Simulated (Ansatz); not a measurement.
# C₂H₉PSi: basis-set convergence

The task here is to estimate one member of a computed series from the others.

Computed with Ansatz 0.2.0, Gaussian basis. Level: one geometry, several basis sets.

The runs, in order: PBE0-D4/def2-SVP; ωB97M-V/def2-SVP; PBE0-D4/def2-QZVPP; ωB97M-V/def2-QZVPP; the functionals' def2-TZVPP values are taken from earlier runs.

### The geometry

An earlier PBE0-D4 in a triple-zeta def2 set relaxation fixed the geometry.

SMILES `C[SiH](C)P`, 13 atoms, charge 0, spin multiplicity 1.

Atoms are counted from 1 here; the program's logs count them from 0.

Bond lengths: C1–Si2 1.872 Å, C1–H5 1.092 Å, C1–H6 1.093 Å, C1–H7 1.093 Å, Si2–C3 1.872 Å, Si2–P4 2.261 Å, Si2–H8 1.492 Å, C3–H9 1.094 Å, C3–H10 1.093 Å, C3–H11 1.092 Å, P4–H12 1.421 Å, P4–H13 1.422 Å. Angles: Si2–C1–H5 111.1°, Si2–C1–H6 110.9°, Si2–C1–H7 110.6°, H5–C1–H6 108.0°, H5–C1–H7 108.1°, H6–C1–H7 107.9°, C1–Si2–C3 111.0°, C1–Si2–P4 108.1°, C1–Si2–H8 109.4°, C3–Si2–P4 113.4°, C3–Si2–H8 109.2°, P4–Si2–H8 105.6°, Si2–C3–H9 110.7°, Si2–C3–H10 110.7°, Si2–C3–H11 111.0°, H9–C3–H10 108.1°, H9–C3–H11 108.1°, H10–C3–H11 108.0° and more.

Set-up of the first run:

Input file in.yaml:

```yaml
crystal:
  periodic: [false, false, false]
  atoms:
    - {symbol: C, position_ang: [-1.048742, 1.324561, -0.639721]}
    - {symbol: Si, position_ang: [-0.222867, -0.337640, -0.392325]}
    - {symbol: C, position_ang: [1.618582, -0.137887, -0.119263]}
    - {symbol: P, position_ang: [-1.272167, -1.395657, 1.308466]}
    - {symbol: H, position_ang: [-2.118319, 1.207652, -0.826712]}
    - {symbol: H, position_ang: [-0.926513, 1.956205, 0.244030]}
    - {symbol: H, position_ang: [-0.609645, 1.849682, -1.492011]}
    - {symbol: H, position_ang: [-0.451128, -1.189268, -1.595984]}
    - {symbol: H, position_ang: [2.084992, 0.356873, -0.975990]}
    - {symbol: H, position_ang: [1.814769, 0.465728, 0.770419]}
    - {symbol: H, position_ang: [2.101577, -1.107743, 0.017363]}
    - {symbol: H, position_ang: [-0.297821, -2.425848, 1.404115]}
    - {symbol: H, position_ang: [-0.652420, -0.601260, 2.312513]}
basis:
  gaussian: {orbitals: def2-SVP}
hamiltonian: {xc: pbe0, dispersion: d4}
output: {orbitals: {seedname: orbitals}}
```

The run is started by

```bash
$ ansatz run in.yaml --threads 4 --pin off --events-out ev --progress --plain --max-ram 10444MiB
```

Among the steps run: PBE0-D4 in def2-SVP; ωB97M-V in def2-SVP; PBE0-D4 in def2-QZVPP; ωB97M-V in def2-QZVPP.

One of the session's tables, all rows but one given; the rest of the session is left out.

It belongs to the step «Density functionals: the series». 

| functional | basis | HOMO (eV) | LUMO (eV) |
| --- | --- | --- | --- |
| PBE0-D4 | def2-SVP | -7.15 | 0.97 |
| PBE0-D4 | def2-TZVPP | -7.20 | 0.51 |
| PBE0-D4 | def2-QZVPP | -7.22 | 0.27 |
| ωB97M-V | def2-SVP | ? | ? |
| ωB97M-V | def2-TZVPP | -9.30 | 2.13 |
| ωB97M-V | def2-QZVPP | -9.32 | 1.55 |

Q: Estimate the row for ωB97M-V, def2-SVP from the others.

**Answer.** HOMO (eV): -9.22; LUMO (eV): 2.82. In the column «HOMO (eV)» it lies between ωB97M-V, def2-TZVPP (-9.30) and PBE0-D4, def2-QZVPP (-7.22).
